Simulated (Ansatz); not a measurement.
# C2H6Cl2Si: the cost of one run

Method: RKS PBE0/STO-3G, in Ansatz 0.2.0.

### Step 1. The structure to begin with

Bond lengths: Si1–Cl2 2.130 Å, Si1–C3 1.870 Å, C3–H4 1.110 Å, C3–H5 1.110 Å, C3–H6 1.110 Å, Si1–Cl7 2.128 Å, Si1–C8 1.869 Å, C8–H9 1.110 Å, C8–H10 1.110 Å, C8–H11 1.110 Å. Angles (14 of 18 angles, heavy atoms first): Cl2–Si1–C3 109.4°, Cl2–Si1–Cl7 109.5°, Cl2–Si1–C8 109.5°, C3–Si1–Cl7 109.5°, C3–Si1–C8 109.5°, Cl7–Si1–C8 109.5°, Si1–C3–H4 109.5°, Si1–C3–H5 109.5°, Si1–C3–H6 109.5°, Si1–C8–H9 109.5°, Si1–C8–H10 109.5°, Si1–C8–H11 109.5°, H4–C3–H5 109.4°, H4–C3–H6 109.4°.

Coordinates:

```xyz
11

Si    0.0000    0.0000    0.0000
Cl    0.0000    0.0000    2.1300
C     1.7634    0.0000   -0.6227
H     2.1111   -1.0463   -0.7509
H     1.8119    0.5276   -1.5981
H     2.4154    0.5187    0.1108
Cl   -1.0032    1.7381   -0.7093
C    -0.8808   -1.5259   -0.6227
H    -1.3804   -2.0377    0.2261
H    -1.6409   -1.2332   -1.3768
H    -0.1449   -2.2146   -1.0879
```

### Step 2. Preparing the start

input.yaml reads:

```yaml
crystal:
  periodic: [false, false, false]
  atoms:
    - { symbol: Si, position_ang: [0.0, 0.0, 0.0] }
    - { symbol: Cl, position_ang: [0.0, 0.0, 2.13] }
    - { symbol: C, position_ang: [1.7634, 0.0, -0.6227] }
    - { symbol: H, position_ang: [2.1111, -1.0463, -0.7509] }
    - { symbol: H, position_ang: [1.8119, 0.5276, -1.5981] }
    - { symbol: H, position_ang: [2.4154, 0.5187, 0.1108] }
    - { symbol: Cl, position_ang: [-1.0032, 1.7381, -0.7093] }
    - { symbol: C, position_ang: [-0.8808, -1.5259, -0.6227] }
    - { symbol: H, position_ang: [-1.3804, -2.0377, 0.2261] }
    - { symbol: H, position_ang: [-1.6409, -1.2332, -1.3768] }
    - { symbol: H, position_ang: [-0.1449, -2.2146, -1.0879] }
basis:
  gaussian: { orbitals: STO-3G }
hamiltonian:
  xc: pbe0
relax:
  f_tol: 0.02
  max_steps: 40
```

Started as:

```console
$ ansatz run input.yaml --threads 1 --pin off --max-ram 2048MiB --backend cpu --events-out ev --progress --plain --runs-dir out
```

What time and memory should one allow on 1 thread of AMD EPYC 9R45 (Zen 5), shared host?

About 16 s, with a peak of 0.15 GiB.
